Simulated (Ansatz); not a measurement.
**C22H26O4: geometry, orbitals and charge**

What does C22H26O4 look like as a singlet, and where do its frontier electrons sit?

Method: RKS PBE0-D4/def2-TZVP; program: Ansatz 0.2.0, Gaussian basis.

The runs, in order: relaxation at r2SCAN-D4/def2-SVP; a single point at PBE0-D4/def2-TZVP.

**1. The starting structure**

SMILES `CCC(CC(C)c1ccc(OC(C)=O)cc1)c1ccc(OC(C)=O)cc1`, 52 atoms, charge 0, spin multiplicity 1.

Atoms are counted from 1 here; the program's logs count them from 0.

Bond lengths: C1–C2 1.523 Å, C1–H27 1.088 Å, C1–H28 1.088 Å, C1–H29 1.088 Å, C2–C3 1.538 Å, C2–H30 1.091 Å, C2–H31 1.092 Å, C3–C4 1.536 Å, C3–C17 1.506 Å, C3–H32 1.096 Å, C4–C5 1.539 Å, C4–H33 1.093 Å, C4–H34 1.090 Å, C5–C6 1.530 Å, C5–C7 1.510 Å, C5–H35 1.096 Å, C6–H36 1.088 Å, C6–H37 1.086 Å and more. Angles: C2–C1–H27 110.7°, C2–C1–H28 110.5°, C2–C1–H29 110.5°, H27–C1–H28 108.5°, H27–C1–H29 108.3°, H28–C1–H29 108.3°, C1–C2–C3 112.1°, C1–C2–H30 109.4°, C1–C2–H31 109.2°, C3–C2–H30 109.5°, C3–C2–H31 108.8°, H30–C2–H31 107.7°, C2–C3–C4 109.9°, C2–C3–C17 110.3°, C2–C3–H32 107.5°, C4–C3–C17 112.3°, C4–C3–H32 108.1°, C17–C3–H32 108.5° and more.

The start is a GFN2-xTB geometry.

**2. Optimising with r2SCAN-D4/def2-SVP**

in.yaml reads:

```yaml
crystal:
  periodic: [false, false, false]
  atoms:
    - {symbol: C, position_ang: [2.102990, -3.906220, 1.002220]}
    - {symbol: C, position_ang: [1.013850, -2.890350, 1.322720]}
    - {symbol: C, position_ang: [0.874310, -1.826470, 0.221400]}
    - {symbol: C, position_ang: [-0.318610, -0.909270, 0.527690]}
    - {symbol: C, position_ang: [-0.723950, 0.017640, -0.632640]}
    - {symbol: C, position_ang: [0.120400, 1.291230, -0.712180]}
    - {symbol: C, position_ang: [-2.185950, 0.367080, -0.487010]}
    - {symbol: C, position_ang: [-2.643750, 1.101290, 0.602090]}
    - {symbol: C, position_ang: [-3.987490, 1.377340, 0.757710]}
    - {symbol: C, position_ang: [-4.899070, 0.918920, -0.183420]}
    - {symbol: O, position_ang: [-6.237820, 1.248500, 0.016320]}
    - {symbol: C, position_ang: [-7.200390, 0.328670, -0.162480]}
    - {symbol: C, position_ang: [-8.555060, 0.945390, 0.073640]}
    - {symbol: O, position_ang: [-7.006150, -0.817540, -0.461160]}
    - {symbol: C, position_ang: [-4.462130, 0.206980, -1.288270]}
    - {symbol: C, position_ang: [-3.112320, -0.065030, -1.425800]}
    - {symbol: C, position_ang: [2.161040, -1.058520, 0.069080]}
    - {symbol: C, position_ang: [2.904710, -1.143950, -1.102260]}
    - {symbol: C, position_ang: [4.076880, -0.428130, -1.257720]}
    - {symbol: C, position_ang: [4.523060, 0.385990, -0.227720]}
    - {symbol: O, position_ang: [5.719170, 1.072860, -0.419920]}
    - {symbol: C, position_ang: [5.811280, 2.370300, -0.081820]}
    - {symbol: C, position_ang: [7.213200, 2.867200, -0.318490]}
    - {symbol: O, position_ang: [4.904580, 3.032160, 0.342700]}
    - {symbol: C, position_ang: [3.812990, 0.462820, 0.960220]}
    - {symbol: C, position_ang: [2.642160, -0.257160, 1.098020]}
    - {symbol: H, position_ang: [3.072440, -3.419090, 0.924360]}
    - {symbol: H, position_ang: [2.158450, -4.662900, 1.781420]}
    - {symbol: H, position_ang: [1.893110, -4.403730, 0.057810]}
    - {symbol: H, position_ang: [1.239100, -2.404090, 2.273380]}
    - {symbol: H, position_ang: [0.059150, -3.409900, 1.432590]}
    - {symbol: H, position_ang: [0.669040, -2.349680, -0.719270]}
    - {symbol: H, position_ang: [-1.175530, -1.546310, 0.762810]}
    - {symbol: H, position_ang: [-0.104930, -0.311170, 1.413360]}
    - {symbol: H, position_ang: [-0.599660, -0.533700, -1.571400]}
    - {symbol: H, position_ang: [-0.283200, 1.952520, -1.476590]}
    - {symbol: H, position_ang: [1.150400, 1.059900, -0.966910]}
    - {symbol: H, position_ang: [0.115900, 1.825350, 0.234500]}
    - {symbol: H, position_ang: [-1.947040, 1.455260, 1.346030]}
    - {symbol: H, position_ang: [-4.345250, 1.940370, 1.605530]}
    - {symbol: H, position_ang: [-8.831600, 1.527290, -0.803910]}
    - {symbol: H, position_ang: [-8.520170, 1.611500, 0.931120]}
    - {symbol: H, position_ang: [-9.289350, 0.160340, 0.227560]}
    - {symbol: H, position_ang: [-5.167840, -0.142810, -2.024640]}
    - {symbol: H, position_ang: [-2.777840, -0.629910, -2.283940]}
    - {symbol: H, position_ang: [2.559700, -1.772520, -1.910480]}
    - {symbol: H, position_ang: [4.649470, -0.486640, -2.170060]}
    - {symbol: H, position_ang: [7.623570, 2.419180, -1.218610]}
    - {symbol: H, position_ang: [7.832390, 2.574600, 0.527890]}
    - {symbol: H, position_ang: [7.207700, 3.950120, -0.395530]}
    - {symbol: H, position_ang: [4.168020, 1.087480, 1.764100]}
    - {symbol: H, position_ang: [2.096070, -0.183210, 2.025950]}
basis:
  gaussian: {orbitals: def2-SVP, fitting: {mean_field: def2-universal-jkfit}}
hamiltonian: {xc: r2scan, dispersion: d4}
scf: {lower_state_search: "off"}
output: {orbitals: {seedname: orbitals}}
relax: {f_tol: 0.03, max_steps: 70}
```

The run is started by

```
$ ansatz run in.yaml --threads 2 --pin off --events-out ev --progress --plain --max-ram 32768MiB --backend cuda --devices 0, --max-vram 18GiB
```

The runs that follow: Single point, PBE0-D4/def2-TZVP.

**Question.** What will the summary of the whole plan be? Wanted: point group; commonest bond, hydrogen aside; HOMO, LUMO at PBE0-D4/def2-TZVP; dipole at r2SCAN-D4/def2-SVP.

As calculated:

| quantity | value |
| --- | --- |
| point group | C1 |
| commonest bond, hydrogen aside | C–C, 21 of mean length 1.452 Å |
| HOMO, LUMO at PBE0-D4/def2-TZVP | -6.64, -0.49 eV |
| dipole at r2SCAN-D4/def2-SVP | 1.53 D |

In words: The molecule keeps its bonding pattern by the stored test; the atoms moved 0.12 Å (rms). No usable vibrations, so a minimum isn't proven. The HOMO lies nearest to C7, C10 about 17 % each; C8, C15, C16 about 6 % each and the LUMO to 4 C atoms about 13 % each; C26 11 %. The point group is read from a loosely relaxed geometry; soft torsions can leave it below the true symmetry.
